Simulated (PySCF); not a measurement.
# A diatomic session: CaSe

The task here is to estimate one member of a computed series from the others.

The runs use PySCF 2.14.0; Ca pcseg-1, Se pcseg-1, no relativity.

The first run:

The job is set up so:

```
atoms                         : Ca, Se
charge                        : 0
basis                         : Ca pcseg-1, Se pcseg-1
Hamiltonian                   : no relativity
basis functions               : 51
electrons treated             : 54
masses in u                   : 39.9626, 79.9165
levels                        : PBE0, PBE, r²SCAN, PW91, MN15, PBEsol, HF, MP2, SCS-MP2, CCSD, CCSD(T)
grid                          : 80 radial by 434 angular points
occupations                   : held fixed by the projection of orbital angular momentum
dissociation limit            : Ca + Se, each in its ground configuration
starting distance in angstrom : 2.705
values of 2S to try           : 0, 2
```

Command:

```sh
$ OMP_NUM_THREADS=1 python dia.py task.json out
```

Steps of the session up to this table: The job; The PBE0 curve of the state that the search chose; Excited determinants; PBE (GGA); r²SCAN (meta-GGA); PW91 (GGA); MN15 (hybrid meta-GGA); PBEsol; RHF (mean field); MP2 and coupled cluster.

One of the session's tables, all rows but one given; the rest of the session is left out.

Energy (eV) from each level's lowest point:

| R (Å) | RHF | RHF-MP2 | RHF-SCS-MP2 | RHF-CCSD | RHF-CCSD(T) |
| --- | --- | --- | --- | --- | --- |
| 2.098 | 1.667 | 1.674 | 1.713 | n/a | n/a |
| 2.195 | 0.827 | 0.864 | 0.890 | 0.890 | 0.931 |
| 2.293 | 0.322 | 0.367 | 0.384 | 0.381 | 0.414 |
| 2.366 | ? | ? | ? | ? | ? |
| 2.439 | 0.013 | 0.037 | 0.042 | 0.039 | 0.052 |
| 2.512 | 0.000 | 0.000 | 0.000 | 0.000 | 0.000 |
| 2.610 | 0.082 | 0.040 | 0.034 | 0.038 | 0.019 |
| 2.732 | 0.290 | 0.188 | 0.173 | 0.181 | 0.140 |
| 2.878 | 0.621 | 0.456 | 0.424 | 0.427 | 0.369 |
| 3.073 | 1.095 | 0.909 | 0.842 | n/a | n/a |

Estimate the missing values for R (Å) = 2.366.

Worked estimate for «RHF». A straight line through the neighbours (2.293, 0.322) and (2.439, 0.013) gives 0.322 + (0.013 − 0.322) × (2.366 − 2.293) / (2.439 − 2.293) = 0.168; a parabola fitted to 4 rows on both sides gives 0.108.

The run gave: RHF: 0.112; RHF-MP2: 0.151; RHF-SCS-MP2: 0.162; RHF-CCSD: 0.158; RHF-CCSD(T): 0.183. In «RHF» the line misses by +0.056 and the parabola by -0.004.
